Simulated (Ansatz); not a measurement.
# CH₃Ge (doublet): from Hartree-Fock to the top rungs at a displaced geometry (v2), cc-pVDZ

An exercise on one series of results from a longer session: the logs are not shown, and one member is left open.

The runs use Ansatz 0.2.0, Gaussian basis; cc-pVDZ, core rule «outside noble gas», up to 15 orbitals frozen.

To be run: UHF; CCSD(T) on ROHF; CCSD(T) on UHF; BCCD(T) on ROHF; CISD; CCSDT(Q) on ROHF; CCSDT(Q) on UHF.

16 further runs of the same task are left out: 4 that didn't finish, 12 set aside as unsound or not needed.

**What is computed**

The geometry is a PBE0/def2-TZVP stationary point (not a proven minimum) with its atoms shifted at random (size 0.100 Å). No spin-orbit coupling is included. The filled d shell of Ge may be among the frozen orbitals whatever the setting's name suggests; the logs give the count.

5 atoms, charge 0, spin multiplicity 2.

Atoms are counted from 1 here; the program's logs count them from 0.

Bond lengths: Ge1–C2 1.875 Å, Ge1–H3 1.591 Å, C2–H4 1.102 Å, C2–H5 1.076 Å. Angles: C2–Ge1–H3 100.5°, Ge1–C2–H4 121.4°, Ge1–C2–H5 128.9°, H4–C2–H5 109.7°.

Geometry (Å):

```xyz
5
CH3Ge
Ge    0.0141    0.0333    0.3095
C    -0.0895   -0.0530   -1.5605
H     0.2875   -1.4955    0.6549
H    -0.3811   -0.9819   -2.0764
H     0.1422    0.7071   -2.2862
```

Set-up of the first run:

File in.yaml:

```yaml
crystal:
  periodic: [false, false, false]
  atoms:
    - {symbol: Ge, position_ang: [0.014125, 0.033324, 0.309472]}
    - {symbol: C, position_ang: [-0.089496, -0.052982, -1.560519]}
    - {symbol: H, position_ang: [0.287461, -1.495464, 0.654892]}
    - {symbol: H, position_ang: [-0.381127, -0.981871, -2.076390]}
    - {symbol: H, position_ang: [0.142151, 0.707110, -2.286194]}
basis:
  gaussian: {orbitals: cc-pVDZ}
magnetization: {spin_polarized: true, initial_magnetization: 1}
hamiltonian: {xc: hf}
output: {orbitals: {seedname: orbitals}}
```

Run with:

```sh
ansatz run in.yaml --threads 1 --pin off --events-out ev --progress --plain --max-ram 2393MiB
```

Among the steps run: UHF; CCSD(T) on ROHF; CCSD(T) on UHF; BCCD(T) on ROHF; CISD; CCSDT(Q) on ROHF; CCSDT(Q) on UHF.

One table of the session follows, with a row left open; its other results are not shown here.

It belongs to the step «Misses and costs». 

| method | from RCCSDT(Q) (kJ/mol) |
| --- | --- |
| ROHF | +654.4 |
| UHF | ? |
| RMP2 | +134.4 |
| UMP2 | +134.4 |
| RCCSD | +26.8 |
| UCCSD | +26.9 |
| RCCSD(T) | +7.9 |
| UCCSD(T) | +8.1 |
| BCCD(T) | +6.7 |
| RCCSDT | +1.7 |
| UCCSDT | +1.6 |
| RCCSDT(Q) | 0 |
| UCCSDT(Q) | -0.2 |

Estimate the missing values for UHF.

As computed: from RCCSDT(Q) (kJ/mol): +629.7. In the column «from RCCSDT(Q) (kJ/mol)» it lies between UMP2 (+134.4) and ROHF (+654.4).

Not comparable, so not listed: CISD (they don't share determinant, frozen orbitals or solution with the rows shown, or repeat one).

Caveats from the session: Warnings: spin contamination; large T1 diagnostic. Restricted and unrestricted rows rest on different reference determinants; where their highest levels disagree by more than a few hundredths of an eV, they describe different states and don't form one ladder.
